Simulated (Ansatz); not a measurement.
# HPbNO4 (P1) in Ansatz: notebook

The runs below take HPbNO4 through band structure, single point, with BLYP, PBE, RPBE.

Everything below comes from runs of Ansatz 0.2.0. Logs are shortened: lines on timing, memory, paths and dates and some standing lists are left out, and cuts for length are marked.

## Step 1: Starting point

The typed cell holds 7 atoms: a = 3.858 Å, b = 5.535 Å, c = 6.055 Å, α = 106.62°, β = 93.97°, γ = 90.45°.

The cell was built by a generator and needn't be a form met in nature.

## Step 2: Band structure, BLYP

input.yaml

```yaml
crystal:
  lattice:
    - [3.85404, 0.14384, 0.09012]
    - [-0.2532, 5.52698, 0.16471]
    - [-0.48197, -1.9272, 5.72025]
  atoms:
    - { symbol: H, position: [0.10913, 0.65718, 0.54463] }
    - { symbol: Pb, position: [0.61029, 0.52127, 0.151] }
    - { symbol: "N", position: [0.9158, 0.96263, 0.95867] }
    - { symbol: O, position: [0.01384, 0.13639, 0.88084] }
    - { symbol: O, position: [0.72398, 0.01057, 0.12858] }
    - { symbol: O, position: [0.00389, 0.73732, 0.87043] }
    - { symbol: O, position: [0.11927, 0.59324, 0.37651] }
kpoints:
  mp_grid: { grid: [5, 4, 4] }
  band_path:
    path: [[0.5, 0.0, 0.0], [0.0, 0.0, 0.0], [0.0, -0.5, 0.0]]
    npoints: 12
scf:
  occupations: { method: fermi_dirac, width: 0.05 }
hamiltonian:
  xc: blyp
  pseudopotentials: { kind: all_electron, lapw: { basis_error: 0.002 } }
output:
  forces: true
  stress: true
  eigenvalues: true
```

Potentials or basis: all-electron LAPW, scalar-relativistic.

The run is started by

```console
$ ansatz run input.yaml --threads 8 --pin off --max-ram 24576MiB --backend cpu --events-out ev --progress --plain --runs-dir out
```

What it wrote:

```text
Warning: RAYON_NUM_THREADS=8 ignored (pool sized by the plan → 8); use --threads N
LAPW: plane waves up to 13.870 Å⁻¹, error target 2.0e-3 eV per atom; small_component_spin mean_spin; H in spheres of 0.338 Å, 1 of its electrons in bands, Dirac shells []; N in spheres of 0.609 Å, 7 of its electrons in bands, Dirac shells []; O in spheres of 0.643 Å, 8 of its electrons in bands, Dirac shells []; Pb in spheres of 0.887 Å, 54 of its electrons in bands, Dirac shells [] (how accurate: hamiltonian.pseudopotentials.lapw.basis_error, Limitations)
Engine: ansatz 0.2.0, x86_64-unknown-linux-gnu
Pseudopotentials: kind: all_electron
Pseudopotential: H, LAPW, valence charge 1, lapw/all_electron/scalar/gaussian/H, Koelling and Harmon's equation, gaussian nucleus
Pseudopotential: Pb, LAPW, valence charge 54, lapw/all_electron/scalar/gaussian/Pb, Koelling and Harmon's equation, gaussian nucleus
Pseudopotential: N, LAPW, valence charge 7, lapw/all_electron/scalar/gaussian/N, Koelling and Harmon's equation, gaussian nucleus
Pseudopotential: O, LAPW, valence charge 8, lapw/all_electron/scalar/gaussian/O, Koelling and Harmon's equation, gaussian nucleus
Functional definition: BLYP
  parameter beta = 0.0042
  parameter a = 0.04918
  parameter b = 0.132
  parameter c = 0.2533
  parameter d = 0.349
  exchange = b88_x(beta = beta)
  correlation = lyp_c(a = a, b = b, c = c, d = d)
Crystal: 7 atoms, lattice volume = 123.553 Å³
Basis set: ecut = 732.9324937408337 eV, 5571 PW (Γ), exchange–correlation at level 2
Bands: 57, of which v1, the nominal top of the filled ones, is band 47 counted from 1 (46 counted from 0)
Symmetry: 1 space group operations
Space group: P1 (ITA 1), of the structure as read, at distance tolerance 5.0e-5 Å
k-points: 42 of 80 (time reversal used)
Non-local potential: H, projectors of the file, none
Non-local potential: Pb, projectors of the file, none
Non-local potential: N, projectors of the file, none
Non-local potential: O, projectors of the file, none
Initial density: superposition of atomic densities (chi_scale 0.1, normalization cell, long waves kept (reshape's long-wave potential 0.48 eV rms))
Initial wavefunctions: plane waves of lowest kinetic energy (no species holds an atomic orbital)
Functional: x = b88, c = lyp
iter 1 solved again at ethr=1.72e-2 eV; its pass at ethr=1.00e-1 eV (dr2=1.62e1 eV) is discarded
SCF iter   1: F=—  HF=-577803.982178 eV  |F-HF|=—  |Δ(HF+E_count)|=         —  Δρ=1.13e-1  dr2=1.62e1  ethr=1.72e-2  ⟨swp⟩=2.2  Hψ=15467  notcnv=0
preconditioner: auto → Resta (q_TF=auto, 2.607 Å⁻¹)  ε∞=2.5  [insulator: Δε(μ)=4.352 eV  Ē_g=18.317 eV  σ=0.050 eV  W_gap=1.00  n_scr=34 (ndim 8)  ℏωp=22.2 eV  f_vac=0.366  D(μ)=0.00/eV (n_scr^D=0)  ε∞_Penn≈2.5]
iter 2 solved again at ethr=1.41e-3 eV; its pass at ethr=1.72e-2 eV (dr2=1.32e0 eV) is discarded
SCF iter   2: F=—  HF=-577799.197761 eV  |F-HF|=—  |Δ(HF+E_count)|=    4.78e0  Δρ=4.61e-2  dr2=1.32e0  ethr=1.41e-3  ⟨swp⟩=2.0  Hψ=12419  notcnv=0
SCF iter   3: F=—  HF=-577798.711487 eV  |F-HF|=—  |Δ(HF+E_count)|=   4.86e-1  Δρ=1.94e-2  dr2=4.26e-1  ethr=1.41e-3  ⟨swp⟩=3.0  Hψ=7507  notcnv=0
SCF iter   4: F=—  HF=-577798.622852 eV  |F-HF|=—  |Δ(HF+E_count)|=         —  Δρ=8.01e-3  dr2=7.01e-2  ethr=4.53e-4  ⟨swp⟩=3.0  Hψ=7284  notcnv=0
the basis was enlarged: its passes take 168.4 KiB over the memory plan, 8 of 8 planned eigensolver slots
SCF iter   5: F=—  HF=-577798.608515 eV  |F-HF|=—  |Δ(HF+E_count)|=   1.43e-2  Δρ=2.76e-3  dr2=8.28e-3  ethr=7.45e-5  ⟨swp⟩=3.0  Hψ=7213  notcnv=0
SCF iter   6: F=—  HF=-577798.607922 eV  |F-HF|=—  |Δ(HF+E_count)|=   5.93e-4  Δρ=9.82e-4  dr2=1.26e-3  ethr=8.81e-6  ⟨swp⟩=3.0  Hψ=7000  notcnv=0
SCF iter   7: F=—  HF=-577798.608614 eV  |F-HF|=—  |Δ(HF+E_count)|=   6.92e-4  Δρ=7.57e-4  dr2=7.85e-4  ethr=1.35e-6  ⟨swp⟩=3.0  Hψ=7082  notcnv=0
SCF iter   8: F=—  HF=-577798.608543 eV  |F-HF|=—  |Δ(HF+E_count)|=   7.02e-5  Δρ=1.80e-4  dr2=5.13e-5  ethr=8.35e-7  ⟨swp⟩=3.0  Hψ=6690  notcnv=0
SCF iter   9: F=—  HF=-577798.608568 eV  |F-HF|=—  |Δ(HF+E_count)|=   2.44e-5  Δρ=6.96e-5  dr2=8.17e-6  ethr=5.46e-8  ⟨swp⟩=3.0  Hψ=6730  notcnv=0
SCF iter  10: F=—  HF=-577798.608570 eV  |F-HF|=—  |Δ(HF+E_count)|=   2.31e-6  Δρ=4.39e-5  dr2=2.64e-6  ethr=8.69e-9  ⟨swp⟩=3.0  Hψ=6762  notcnv=0
SCF iter  11: F=—  HF=-577798.608570 eV  |F-HF|=—  |Δ(HF+E_count)|=   3.48e-7  Δρ=1.35e-5  dr2=2.08e-7  ethr=2.81e-9  ⟨swp⟩=3.0  Hψ=6682  notcnv=0
SCF iter  12: F=-577798.608570 eV  HF=-577798.608570 eV  |F-HF|=6.79e-8  |Δ(HF+E_count)|=   2.97e-7  Δρ=4.77e-6  dr2=3.39e-8  ethr=2.21e-10  ⟨swp⟩=3.0  Hψ=6678  notcnv=0
SCF 1 converged in 12 iterations: F = -577798.608570 eV  dr2 = 3.39e-8
NSCF: frozen V_eff on 25 k-points
SCF converged after 12 iterations
Free energy (F): -577798.608570 eV
Harris-Foulkes:  -577798.608570 eV  (|F-HF|=6.79e-8)
Internal energy: -577798.608570 eV  (E = F + TS)
E sigma→0 (E₀):  -577798.608570 eV
Fermi energy:    4.060890 eV
--- Per-component energies (eV) ---
  E_band       = -16999.353234
  E_kinetic    = 664725.896348
  E_xc         = -11741.428113
  E_electrostatic = -1230783.076805  (all electrons and nuclei)
  E_smearing   = -0.000000  (= −TS)
  E_closure    = 0.000000  (closes the sum)
  E_atoms      = -577760.271697  (free atoms, spherical and without spin; not in F)
  Σ components = -577798.608570   (vs F -577798.608570, Δ=0.00e0)
  Basis errors (estimates in eV, not in F): energy 1.3e-3 per atom: plane waves 1.2e-3 (7.5e-4 summed), levels above the bands 2.6e-93, relativity 3.3e-7, radial functions 8.8e-5, core shells 3.3e-10; eigenvalues (radial functions only) 9.5e-6; not estimated: angular momenta, meshes, grids; target (lapw.basis_error) 2.0e-3; muffin-tin radii H 0.338 Å, N 0.609 Å, O 0.643 Å, Pb 0.887 Å
--- Forces (eV/Å), atoms counted from 1 ---
  atom   1  H      0.01468099    -0.00741585    -0.03662625
  atom   2  Pb    -0.09696135    -0.00637571    -0.11105180
  atom   3  N      0.02992762    -0.00571179    -0.04276308
  atom   4  O      0.15550739     0.41668882    -0.18571762
  atom   5  O     -0.30942304    -0.02329309     0.37085084
  atom   6  O      0.17648500    -0.37427499    -0.21344308
  atom   7  O      0.02976869     0.00040182     0.21876628
  max |Σ_I F_I| component: 1.92e-5 eV/Å
--- Stress (GPa, compression-positive) ---
        1.968404       0.032852      -0.579561
        0.032852       2.284458       0.065360
       -0.579561       0.065360       1.582389
  P = ⅓ Tr σ = 1.9451 GPa (19.451 kbar)
--- Band table (eV; the first three rows and the last of 42) ---
  k-point 0: bands = ["-846.0220", "-635.9111", "-635.9006", "-635.8811", "-503.8529", "-503.8005", "-503.7841", "-502.0196", "-392.6309", "-392.6298", "-392.6171", "-392.6094", "-392.6026", "-380.1465", "-135.1618", "-124.1106", "-124.1104", "-124.0989", "-124.0985", "-124.0905", "-124.0822", "-124.0806", "-76.9795", "-76.9381", "-76.8917", "-22.9705", "-17.6243", "-17.3892", "-14.8665", "-12.4529", "-12.4388", "-12.4256", "-12.3977", "-12.3185", "-7.1944", "-5.0114", "-4.8048", "-4.6255", "-4.0089", "-0.4937", "-0.2859", "0.3419", "0.6351", "0.8321", "1.0786", "1.8350", "2.0732", "5.9595", "6.8812", "8.3391", "8.5840", "10.3832", "11.8294", "12.0737", "12.7346", "13.3458", "13.7066"]
  k-point 1: bands = ["-846.0220", "-635.9111", "-635.9006", "-635.8811", "-503.8529", "-503.8005", "-503.7841", "-502.0196", "-392.6309", "-392.6298", "-392.6171", "-392.6094", "-392.6026", "-380.1465", "-135.1618", "-124.1106", "-124.1104", "-124.0989", "-124.0985", "-124.0906", "-124.0822", "-124.0806", "-76.9795", "-76.9381", "-76.8917", "-22.9703", "-17.6243", "-17.3899", "-14.8667", "-12.4528", "-12.4387", "-12.4253", "-12.3978", "-12.3162", "-7.2349", "-4.9926", "-4.7958", "-4.5906", "-3.9351", "-0.7068", "-0.4760", "0.3780", "0.8017", "0.9879", "1.0736", "1.8133", "2.0888", "5.8936", "6.5320", "8.3294", "9.2035", "10.4691", "11.6152", "11.7904", "12.8012", "13.6566", "14.5041"]
  k-point 2: bands = ["-846.0220", "-635.9111", "-635.9006", "-635.8811", "-503.8529", "-503.8005", "-503.7841", "-502.0196", "-392.6309", "-392.6298", "-392.6171", "-392.6094", "-392.6026", "-380.1465", "-135.1618", "-124.1106", "-124.1104", "-124.0989", "-124.0985", "-124.0906", "-124.0822", "-124.0806", "-76.9795", "-76.9381", "-76.8917", "-22.9701", "-17.6244", "-17.3907", "-14.8668", "-12.4528", "-12.4387", "-12.4251", "-12.3978", "-12.3139", "-7.2731", "-4.9807", "-4.7884", "-4.5572", "-3.8413", "-1.0065", "-0.4826", "0.4084", "0.8094", "1.0381", "1.2316", "1.7950", "2.1016", "5.7896", "6.3344", "8.3211", "9.6972", "10.9316", "11.0101", "11.6101", "13.2915", "13.6974", "14.5822"]
  k-point 41: bands = ["-846.0220", "-635.9111", "-635.9006", "-635.8811", "-503.8529", "-503.8005", "-503.7841", "-502.0196", "-392.6309", "-392.6298", "-392.6171", "-392.6094", "-392.6026", "-380.1465", "-135.1618", "-124.1106", "-124.1104", "-124.0989", "-124.0985", "-124.0905", "-124.0822", "-124.0806", "-76.9795", "-76.9381", "-76.8920", "-22.9346", "-17.6217", "-17.4283", "-14.8676", "-12.4711", "-12.4556", "-12.4285", "-12.3565", "-12.1059", "-6.9947", "-5.3084", "-4.7829", "-4.6515", "-3.8298", "-2.3838", "-0.0670", "0.1917", "0.6078", "0.9003", "1.8503", "1.9969", "2.3072", "5.7399", "7.6370", "7.9805", "8.6462", "10.9305", "11.3203", "12.3720", "13.0934", "13.3851", "13.9378"]
```

It took 98 s on 8 threads of Intel Xeon Platinum 8559C (Emerald Rapids), shared host; peak memory 6.3 GiB.

What came out:

| Quantity | Value |
| --- | --- |
| Free energy | -577798.6086 eV |
| Pressure | 1.9 GPa |
| Largest force | 0.484 eV/Å |
| Band gap on the k mesh | 3.12 eV, indirect (least direct gap 3.19 eV) |
| Band gap along the path | 3.52 eV, direct |

Forces on the atoms (eV/Å):
```
H    0.015 -0.007 -0.037
Pb  -0.097 -0.006 -0.111
N    0.030 -0.006 -0.043
O    0.156  0.417 -0.186
O   -0.309 -0.023  0.371
O    0.176 -0.374 -0.213
O    0.030  0.000  0.219
```

Stress tensor (GPa, compression positive):
```
 1.97  0.03 -0.58
 0.03  2.28  0.07
-0.58  0.07  1.58
```

Levels at the corners of the path, in eV from the valence-band top:
```csv
point,band 43,band 44,band 45,band 46,band 47,band 48,band 49,band 50,band 51,band 52
X,-1.54,-1.23,-0.23,-0.13,0.00,3.52,5.37,5.90,6.63,8.26
Γ,-1.54,-1.34,-1.09,-0.34,-0.10,3.79,4.71,6.17,6.41,8.21
Y,-1.50,-1.10,-0.80,-0.51,-0.25,3.85,4.68,5.03,7.96,8.22
```

Caveat: spin-orbit coupling is left out, which as a rule narrows the gap of such compounds by several tenths of an eV.

[end of part 1 of 2]
